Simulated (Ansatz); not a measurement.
# ClGaH2O: the cost of one run

All numbers below are computed with Ansatz 0.2.0 (RKS revPBE-D4/def2-SVP).

1 further run of the same task is left out (it didn't finish).

### 1 The starting structure

Bond lengths: Ga1–H2 1.770 Å, Ga1–Cl3 2.440 Å, Ga1–O4 1.790 Å, O4–H5 1.010 Å. Angles: H2–Ga1–Cl3 49.7°, H2–Ga1–O4 150.9°, Cl3–Ga1–O4 159.4°, Ga1–O4–H5 109.5°.

Coordinates:

```xyz
5

Ga    0.0000    0.0000    0.0000
H     0.9098    0.0000    1.5183
Cl    2.4075    0.0000    0.3969
O    -1.5501    0.0000   -0.8950
H    -2.0598   -0.8467   -0.6865
```

### 2 Pulling towards end A

Springs on the bonds that form and break draw the guess towards this end; the thresholds are loose.

Input file input.yaml:

```yaml
crystal:
  periodic: [false, false, false]
  atoms:
    - { symbol: Ga, position_ang: [0.0, 0.0, 0.0] }
    - { symbol: H, position_ang: [0.9098, 0.0, 1.5183] }
    - { symbol: Cl, position_ang: [2.4075, 0.0, 0.3969] }
    - { symbol: O, position_ang: [-1.5501, 0.0, -0.895] }
    - { symbol: H, position_ang: [-2.0598, -0.8467, -0.6865] }
basis:
  gaussian: { orbitals: def2-SVP }
hamiltonian:
  xc: revpbe
  dispersion: d4
relax:
  f_tol: 0.15
  max_steps: 25
  restrain:
    - { distance: [1, 2], at: 2.57, k: 30.0 }
    - { distance: [0, 1], at: 1.57, k: 30.0 }
    - { distance: [0, 2], at: 2.24, k: 30.0 }
```

On the command line:

```sh
$ ansatz run input.yaml --threads 1 --pin off --max-ram 2048MiB --backend cpu --events-out ev --progress --plain --runs-dir out
```

**Question.** How long does this run take on 1 thread of Arm Neoverse V2, shared host, and how much memory does it need?

About 16 s, with a peak of 0.14 GiB.
